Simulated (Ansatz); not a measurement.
The system is Hf2Pd2Se2Br2O3.

```
CELL_PARAMETERS angstrom
7.67722 -1.70971 0.00000
7.67722 1.70971 0.00000
-3.99941 0.00000 12.58754
ATOMIC_POSITIONS crystal
Hf 0.05486 0.05486 0.93856
Hf 0.39372 0.39372 0.71691
Pd 0.82080 0.82080 0.49036
Pd 0.67714 0.67714 0.25693
Se 0.07768 0.07768 0.15435
Se 0.21009 0.21009 0.41200
Br 0.41355 0.41355 0.95480
Br 0.75396 0.75396 0.71349
O 0.40299 0.40299 0.57873
O 0.61446 0.61446 0.92698
O 0.96906 0.96906 0.77831
```

The cell was built by a generator and needn't be a form met in nature.

- Program: Ansatz 0.2.0
- Task: relaxation of cell and atoms
- Functional: r2SCAN
- Dispersion: rVV10
- Potentials or basis: Ansatz PAW
- Cutoff: 500 eV (not typed: the program's choice for these potentials)
- k mesh: 6 × 6 × 2
- Occupations: fermi-dirac, width 0.05 eV
- Spin: no spin polarisation

At the start: volume 30.04 Å³/atom.

**Question.** Where does the relaxation end?

**Answer.** It ends after 23 steps and the volume is 20.34 Å³/atom (-32.3 %); space group Cm (No. 8, to 0.05 Å).

Step by step:
```csv
step,energy change (eV),largest force (eV/Å),volume (Å³)
1,0.0000,0.5103,330.44
2,-0.0515,0.5486,314.78
3,-0.1006,0.1169,311.54
4,-0.1691,0.1301,295.58
5,-0.2287,0.2417,280.82
6,-0.3130,0.2242,265.53
7,-0.3777,0.2927,250.76
8,-0.3934,0.0989,249.41
9,-0.3941,0.1266,248.67
10,-0.4004,0.0961,246.60
11,-0.4033,0.0473,246.65
12,-0.4132,0.0504,243.19
13,-0.4256,0.1036,238.88
14,-0.4419,0.2097,233.15
15,-0.4585,0.2678,227.59
16,-0.4708,0.1901,224.16
17,-0.4793,0.0889,223.86
18,-0.4799,0.0699,224.54
19,-0.4810,0.0206,224.03
20,-0.4812,0.0249,223.99
21,-0.4815,0.0210,223.87
22,-0.4817,0.0116,223.79
23,-0.4615,0.0102,223.79
```

Final structure:
```xyz
11
Lattice="5.9619 -1.6974 0.8168 5.9619 1.6974 0.8168 -1.7666 0.0000 10.8152" Properties=species:S:1:pos:R:3 pbc="T T T"
Hf   -1.2830    0.0000   10.4640
Hf    3.6850    0.0000    8.2420
Pd    9.6863    0.0000    6.2621
Pd    7.3324    0.0000    3.8117
Se   -0.1853    0.0000    2.3018
Se    2.1472    0.0000    4.7570
Br    2.4887    0.0000   11.1555
Br    7.5470    0.0000    8.7748
O     4.5955    0.0000    6.6207
O     5.6339    0.0000   11.2780
O    10.3741    0.0000    9.9911
```

Caveat: the volume moved by over 15 % at a fixed basis, so the end points are rough; the plane-wave basis is chosen anew once the cell has moved, so the energies of steps on either side of that aren't comparable; the PAW data sets come from PBE, with cores solved anew for the run's functional, which leaves a small shift of forces and pressure.
